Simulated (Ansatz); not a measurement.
Run this with the Ansatz DFT code, driven from Python and show what comes out.

Input file `ch5gei.xyz`:
```text
8

Ge   -0.52780    0.56190   -0.47880
C     0.44820   -0.55130    0.68700
I     1.81030   -1.67870   -0.47830
H    -1.26850   -0.24960   -1.52540
H     0.38610    1.56240   -1.25210
H    -1.58720    1.44470    0.34750
H     1.02740    0.07380    1.43020
H    -0.19630   -1.22050    1.21400
```

The script, `scan.py`:
```python
# -*- coding: utf-8 -*-
import ansatz
import numpy as np

molecule = ansatz.Crystal.molecule_from_extxyz("ch5gei.xyz")

symbols = [site.symbol for site in molecule.cartesian_sites]
start = np.array([site.position_ang for site in molecule.cartesian_sites])
axis = (start[6] - start[1]) / np.linalg.norm(start[6] - start[1])
moving = [6]
lengths, energies = [0.995, 1.04, 1.086, 1.131, 1.176, 1.221, 1.266, 1.334], []
for length in lengths:
    xyz = start.copy()
    xyz[moving] += (length - np.linalg.norm(start[6] - start[1])) * axis
    point = ansatz.Crystal.molecule()
    for symbol, place in zip(symbols, xyz):
        point = point.atom(symbol, place.tolist())
    model = point.calculation()
    model = model.basis(gaussian="def2-SVP")
    model = model.functional("r2scan0")
    summary = model.run(threads=1).report
    energies.append(summary["free_energy_ev"])
    print(f"r = {length:6.3f} A  E = {energies[-1]:.5f} eV  <S^2> = {abs(summary['mean_field']['state']['spin_squared']):.3f}")

fit = np.polynomial.Polynomial.fit(lengths, np.array(energies) - min(energies), 4).convert()
roots = [r.real for r in fit.deriv().roots() if abs(r.imag) < 1e-9 and fit.deriv(2)(r.real) > 0]
r_e = min(roots, key=lambda r: abs(r - lengths[int(np.argmin(energies))]))
print(f"minimum of the fit at {r_e:.4f} A, force constant {fit.deriv(2)(r_e):.2f} eV/A^2")
```

```console
$ python scan.py
r =  0.995 A  E = -65730.03798 eV  <S^2> = 0.000
r =  1.040 A  E = -65730.18906 eV  <S^2> = 0.000
r =  1.086 A  E = -65730.24373 eV  <S^2> = 0.000
r =  1.131 A  E = -65730.22176 eV  <S^2> = 0.000
r =  1.176 A  E = -65730.14255 eV  <S^2> = 0.000
r =  1.221 A  E = -65730.01981 eV  <S^2> = 0.000
r =  1.266 A  E = -65729.86439 eV  <S^2> = 0.000
r =  1.334 A  E = -65729.58616 eV  <S^2> = 0.000
minimum of the fit at 1.0936 A, force constant 35.31 eV/A^2
```

Reading the output:
- Total energies depend on the basis set; only differences at equal settings carry meaning.
- The rest of the molecule is held rigid at a force-field or estimated start geometry, and the basis set is modest; single-reference methods fail as a bond breaks.
- def2 sets replace the cores of elements past krypton by effective core potentials.
- The orbitals are restricted, so S² is zero by construction.
- Finished in 62 s on 1 thread of Arm Neoverse V1, with other jobs on the host, peak memory 0.3 GiB.
